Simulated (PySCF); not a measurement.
# Cs⁵³⁺: ionisation energy in even-tempered 17s7p4d3f3g

Wanted: the ionisation energy of caesium, up a ladder of methods.

Method: unrestricted determinants in a Gaussian basis, no spin-orbit coupling in the energies. Code: PySCF 2.14.0.

**1. What is computed**

* Element: caesium (Z = 55)
* Basis: an uncontracted even-tempered set (17 s from 120 bohr⁻², ratio 2.2; 7 p from 180 bohr⁻², ratio 2.4; 4 d from 540 bohr⁻², ratio 2.4; 3 f from 810 bohr⁻², ratio 2.4; 3 g from 1200 bohr⁻², ratio 2.4)
* Hamiltonian: the spin-free X2C one-electron Hamiltonian (Gaussian nucleus)
* State 1: Cs⁵³⁺: 1s2, closed-shell 1S
* Needed too, but not shown: Cs⁵⁴⁺ 1s1 (2S)
* Methods: CCSD(T)
* Core shells frozen in the correlated runs: all electrons: nothing (for Cs⁵³⁺)

The outer shells:

Cs53+ 1s2
```
1s [↑↓]
```

One driver process ran all states and methods and kept the integrals in memory. Each run is shown as a PySCF script that sums up its settings (the driver passes frozen orbitals as a list and adds second-order terms of double hybrids); the logs are those of the runs themselves. The driver starts from symmetry-adapted Hartree-Fock orbitals, holds the occupation by maximum overlap and uses a logarithmic radial grid for functionals, so a plain start would take other cycles.

The integrals over 106 functions and the set-up took 0.36 s of CPU time.

**2. Cs⁵³⁺, at CCSD(T) (all electrons)**

CCSD(T) (all electrons):

input.py

```python
from pyscf import gto, scf, dft, mp, cc
mol = gto.M(atom="Cs 0 0 0", charge=53, spin=0, symmetry="D2h",
            basis=gto.etbs([(0, 17, 120, 2.2), (1, 7, 180, 2.4), (2, 4, 540, 2.4), (3, 3, 810, 2.4), (4, 3, 1200, 2.4)]),
            nucmod="G")
mf = scf.UHF(mol).sfx2c1e()
mf.irrep_nelec = {'Ag': (1, 1)}
mf.kernel()
mycc = cc.CCSD(mf, frozen=[[98, 99, 100, 101, 102, 103, 104, 105], [98, 99, 100, 101, 102, 103, 104, 105]]).run()
mycc.ccsd_t()
```

Output:

```text
CC2 = 0
CCSD nocc = 1, nmo = 98
frozen orbitals [98, 99, 100, 101, 102, 103, 104, 105]
max_cycle = 100
direct = 0
conv_tol = 1e-08
conv_tol_normt = 1e-06
diis_space = 8
diis_start_cycle = 0
Init t2, MP2 energy = -3119.89843644454  E_corr(MP2) -0.0592865222744423
Init E_corr(CCSD) = -0.0592865222744423
cycle = 1  E_corr(CCSD) = -0.0595653181167209  dE = -0.000278795842  norm(t1,t2) = 2.05714e-05
cycle = 2  E_corr(CCSD) = -0.0595684286923914  dE = -3.11057567e-06  norm(t1,t2) = 2.28253e-07
cycle = 3  E_corr(CCSD) = -0.0595684601421811  dE = -3.14497897e-08  norm(t1,t2) = 2.79273e-09
cycle = 4  E_corr(CCSD) = -0.0595684599637136  dE = 1.78467505e-10  norm(t1,t2) = 9.55012e-12
CCSD converged
E(CCSD) = -3119.898718382233  E_corr = -0.05956845996371356
```

CPU time 5.4 s on a shared host, the integrals not counted.

CCSD correlation -0.05957 hartree, triples 0.00000; total -3119.898718. T1 = 0.000, largest double amplitude 0.001. With two correlated electrons the triples vanish and CCSD is exact in this space.

**3. The energy differences**

Ionisation energy: Cs⁵³⁺ 1s2 (1S) → Cs⁵⁴⁺ 1s1 (2S).

```csv
method,value (eV),less the reference (eV)
UHF,41935.4,+74.3
MP2 (all electrons),41937.0,+76.0
SCS-MP2 (all electrons),41937.4,+76.3
CCSD (all electrons),41937.0,+76.0
CCSD(T) (all electrons),41937.0,+76.0
CCSDT (all electrons),41937.0,+76.0
FCI (all electrons),41937.0,+76.0
```

Reference: 41861.1 eV (theoretical estimate listed by NIST; NIST Atomic Spectra Database, ionization energies). For this ion Breit and QED terms and the two-electron picture change, all absent here, are large against electron correlation.

The differences also use runs on Cs⁵⁴⁺ 1s1 (2S), which are not shown here. The runs at UHF, MP2 (all electrons) are not shown; their differences are listed all the same.

**4. Outcome**

| quantity | value |
| --- | --- |
| ionisation energy, Cs⁵³⁺ | UHF 41935.4, FCI (all electrons) 41937.0 eV; reference 41861.1 |

Accuracy by level (over 1 difference):

```csv
method,mean absolute miss against FCI (all electrons) (eV)
UHF,1.621
MP2 (all electrons),0.008
SCS-MP2 (all electrons),0.315
CCSD (all electrons),0.000
CCSD(T) (all electrons),0.000
CCSDT (all electrons),0.000
FCI (all electrons),0.000
```

What this shows: The methods span 1.936 eV, from UHF (41935.4) to SCS-MP2 (all electrons) (41937.4). The reference is uncertain or not like for like (spin-orbit coupling or other relativistic terms), so no ranking of close methods is drawn. All values hold for this basis alone; no basis-set limit was taken.
